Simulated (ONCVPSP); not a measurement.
# Pseudopotential generation for Cu: ONCV, PBE

Task: generate the file, and judge it by its errors in other configurations, its logarithmic derivatives, its ghosts and its cutoff.

Method: ONCVPSP 4.0.1.1 (patched build), PBE, scalar-relativistic.

## 1. Settings

The settings as typed:

```
element                 : copper (Cu, Z = 29)
type                    : optimised norm-conserving Vanderbilt (ONCV)
frozen core             : [Ar]
valence charge          : 11
reference configuration : 3d10 4s1
partial waves           : 4s: rc 2.50 bohr, ncon 5, nbas 9, qcut 2.9 1/bohr, 1 projector; p scattering state at 0.3 Ha: rc 2.45 bohr, ncon 4, nbas 8, qcut 3.4 1/bohr, 2 projectors, debl 1.6 Ha; 3d: rc 1.55 bohr, ncon 4, nbas 9, qcut 12.2 1/bohr, 2 projectors, debl 1 Ha
local potential         : polynomial inside 1.20 bohr (lpopt 1, dvloc0 4 Ha)
core correction         : Teter function, fcfact 7.7, rcfact 1.15
```

The nodes and maxima of the atom's own shells, from an earlier all-electron run, set the scale for the radii.

All-electron outer shells of the reference configuration (PBE, scalar-relativistic, ld1.x):

| shell | level (eV) | outermost node (bohr) | outermost maximum (bohr) |
| --- | --- | --- | --- |
| 3p | -72.14 | 0.26 | 0.62 |
| 3d | -5.04 | – | 0.60 |
| 4s | -4.61 | 0.89 | 2.27 |
| 4p | -0.70 | 0.97 | 3.65 |

## 2. Generating the potential

Cu.dat

```
# ATOM AND REFERENCE CONFIGURATION
# atsym  z   nc   nv     iexc    psfile
  Cu 29.00    5    2        4      upf
#
#   n    l    f
    1    0    2.00
    2    0    2.00
    2    1    6.00
    3    0    2.00
    3    1    6.00
    3    2   10.00
    4    0    1.00
#
# PSEUDOPOTENTIAL AND OPTIMIZATION
# lmax
    2
#
#   l,   rc,      ep,       ncon, nbas, qcut
    0    2.50    0.00    5    9    2.90
    1    2.45    0.30    4    8    3.40
    2    1.55    0.00    4    9   12.20
#
# LOCAL POTENTIAL
# lloc, lpopt,  rc(5),   dvloc0
    4    1    1.20    4.00
#
# VANDERBILT-KLEINMAN-BYLANDER PROJECTORs
# l, nproj, debl
    0    1    3.80
    1    2    1.60
    2    2    1.00
#
# MODEL CORE CHARGE
# icmod, fcfact, rcfact
    3    7.70    1.15
#
# LOG DERIVATIVE ANALYSIS
# epsh1, epsh2, depsh
   -2.00    5.00    0.02
#
# OUTPUT GRID
# rlmax, drl
    6.00    0.01
#
# TEST CONFIGURATIONS
# ncnf
    4
# nvcnf
#   n    l    f
    2
    3    2   10.00
    4    0    0.00
#
    2
    3    2    9.00
    4    0    0.00
#
    2
    3    2    8.00
    4    0    0.00
#
    2
    3    2   10.00
    4    0    0.50
#
```

The run is started by

```sh
oncvpsp.x < Cu.dat > Cu.out
```

Q: Predict the outcome of this session. Wanted: cutoffs for 1 and 0.1 mHa per electron, occupied waves; bound ghosts; GHOST(+) flags; largest test error; largest phase difference near zero energy, channels read; rms error of d²Exc/dn², without and with the model core; projector energies reset by the program.

The runs gave:

| quantity | value |
| --- | --- |
| cutoffs for 1 and 0.1 mHa per electron, occupied waves | 53 Ha and 60 Ha |
| bound ghosts | none found |
| GHOST(+) flags | s at 27 eV |
| largest test error (AE − PS) | +37 meV, for 3d9 4s0 (1 test unsolved) |
| largest phase difference near zero energy, channels read | 0.018 rad |
| rms error of d²Exc/dn², without and with the model core | 6.89 and 3.25 mHa |
| projector energies reset by the program | p: 0.050, 1.650 Ha |

**Reading.** By total energies transferability is fair where solved: the largest error is 37 meV on 29.5 eV, for 3d9 4s0. Of the tests 1 gave no usable energy difference, which is a warning in itself. The potential is hard: the looser tolerance needs 53 Ha. At the looser tolerance the 3d wave is the slowest; 4s needs 4 Ha. No bound ghost shows below the valence levels. Near zero energy the phases of the channels with partial waves agree within 0.018 rad. The program also flags highly localised states, GHOST(+) (s). All of this concerns the isolated atom, not yet a solid.
